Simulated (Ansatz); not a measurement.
LaTe, space group Pm-3m, a surface slab

With the Ansatz DFT code, driven from Python.

Input file `late.vasp`:
```text
LaTe
1.0
   3.93609200    0.00000000    0.00000000
   0.00000000    3.93609200    0.00000000
   0.00000000    0.00000000    3.93609200
La Te
1 1
Direct
   0.00000000    0.00000000    0.00000000
   0.50000000    0.50000000    0.50000000
```

Typed at the interpreter:
```pycon
>>> from dataclasses import dataclass
>>> import warnings
>>> import ansatz as az
>>> from ase.build import surface
>>> from ase.constraints import FixAtoms
>>> from ase.io import read
>>> import numpy as np
>>> @dataclass
... class Settings:
...     occupations: str = "Fermi-Dirac"
...     smearing_width: float = 0.1
...
>>> settings = Settings()
>>> warnings.simplefilter("ignore", az.DeckWarning)
>>> atoms = read("late.vasp", format="vasp")
>>> slab = surface(atoms, (0, 0, 1), 2, vacuum=6.0)
>>> slab.pbc = (True, True, False)
>>> print(slab.get_chemical_formula(), "area {:.3f} A^2, cell height {:.2f} A".format(np.linalg.norm(np.cross(slab.cell[0], slab.cell[1])), slab.cell[2, 2]))
La2Te2 area 15.493 A^2, cell height 17.90 A
>>> slab.set_constraint(FixAtoms(mask=slab.positions[:, 2] < slab.positions[:, 2].mean()))
>>> def common(structure):
...     return (
...         az.Crystal.from_ase(structure).calculation()
...         .occupations(settings.occupations, width=settings.smearing_width)
...         .functional(az.Functional.PBESOL)
...     )
...
>>> job = (
...     common(slab)
...     .kpoints(4, 4, 1)
...     .relax(force_tolerance=0.03, max_steps=30)
... )
>>> out = job.run(threads=1, pin="off")

>>> rep = out.report
>>> out.lattice.cell_ang
array([[ 3.936092,  0.      ,  0.      ],
       [ 0.      ,  3.936092,  0.      ],
       [ 0.      ,  0.      , 35.608276]])
>>> print(f"slab free energy {rep['free_energy_ev']:.4f} eV, Fermi level {rep['fermi_energy_ev']:.3f} eV")
slab free energy -26129.2676 eV, Fermi level -4.212 eV
>>> bulk = common(atoms).kpoints(6, 6, 6).run(threads=1, pin="off").report
>>> excess = rep["free_energy_ev"] - bulk["free_energy_ev"] * len(slab) / len(atoms)
>>> area = np.linalg.norm(np.cross(slab.cell[0], slab.cell[1]))
>>> print(f"mean surface energy {excess / (2 * area) * 16.02177:.3f} J/m^2 ({1000 * excess / (2 * area):.1f} meV/A^2)")
mean surface energy 1.208 J/m^2 (75.4 meV/A^2)
>>> print("atom   z before  z after (A)")
atom   z before  z after (A)
>>> for atom, site in zip(slab, out.lattice.sites):
...     print(f"{atom.symbol:3s} {atom.z:9.3f} {site.position_ang[2]:9.3f}")
...
La      6.000     6.000
Te      7.968     7.968
La      9.936    10.209
Te     11.904    11.723
```

Notes:
- Total energies depend on the potentials; only differences at equal settings carry meaning. A total without «per atom» is that of the cell as typed.
- For a metal this k-point mesh is coarse: on a finer one energies can move by several to tens of meV an atom and pressures by half a GPa or more, differences at one mesh by less.
- The zero of the levels is a convention of the potentials, so an absolute Fermi energy is no work function.
- This cell is a computed structure, which may not be the phase found in nature.
- The slab is thin and cut from the structure as given; a cut can leave two unlike or polar faces, and the surface energy is then their mean. Miller indices refer to the vectors of the cell as typed, and the lattice isn't relaxed for this functional, so relaxation and surface energy can hold strain.
- The script silences the warnings on its input, which a real study should read.
- Wall time of the script: 43 s on 1 thread of Arm Neoverse V2, with other jobs on the host, peak memory 0.71 GiB.

(Lines on the test bed's own set-up are left out of the output.)
